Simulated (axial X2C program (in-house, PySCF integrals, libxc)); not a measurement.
# NCuO⁺: bond lengths and stretches, held linear

An exercise on one series of results from a longer session: the logs are not shown, and one member is left open.

Method: all-electron X2C, two-component (2c) or spin-free, N dyall-av3z, Cu dyall-v3z, O dyall-av3z; program: an in-house X2C program for linear molecules on PySCF integrals.

All values are calculated.

2 further runs of the same task are left out: 2 set aside as unsound or not needed.

Set-up of the first run:

File task.json:

```json
{
 "zs": [
  7,
  29,
  8
 ],
 "q": 1,
 "bas": [
  "dyall-av3z",
  "dyall-v3z",
  "dyall-av3z"
 ],
 "r0": [
  1.75,
  1.72
 ],
 "symm": 0,
 "scan": [
  "PBE0",
  "HF",
  "B3LYP"
 ],
 "levels": [
  "PBE0",
  "HF",
  "TPSSh"
 ],
 "nst": 2
}
```

Keys: zs atomic numbers; q charge; bas basis sets; r0 starting distance in Å; symm equal bonds; scan levels of the two-bond scan; levels methods; nst determinants followed.

Run with:

```console
$ python solin.py task.json out
```

Masses N 14.003, Cu 62.930, O 15.995 u.

Among the steps run: Scan at PBE0, 2c; Scan at B3LYP, 2c; Scan at PBE0, spin-free.

One table of the session follows, with a row left open; its other results are not shown here.

```
           level  r(N–Cu) (Å)  lower stretch (cm⁻¹)  upper stretch (cm⁻¹)
        PBE0, 2c            ?                     ?                     ?
       B3LYP, 2c        1.924                 342.6                 495.7
 PBE0, spin-free        1.913                 342.6                 480.1
B3LYP, spin-free        1.923                 343.5                 495.9
```

Estimate the missing values for PBE0, 2c.

The run gave: r(N–Cu) (Å): 1.913; lower stretch (cm⁻¹): 341.7; upper stretch (cm⁻¹): 479.9.

Scans not shown above were run alike.

The molecule was held linear; bending was not examined, so a bent shape may lie lower. Note: several unpaired electrons, one determinant need not be a pure state.
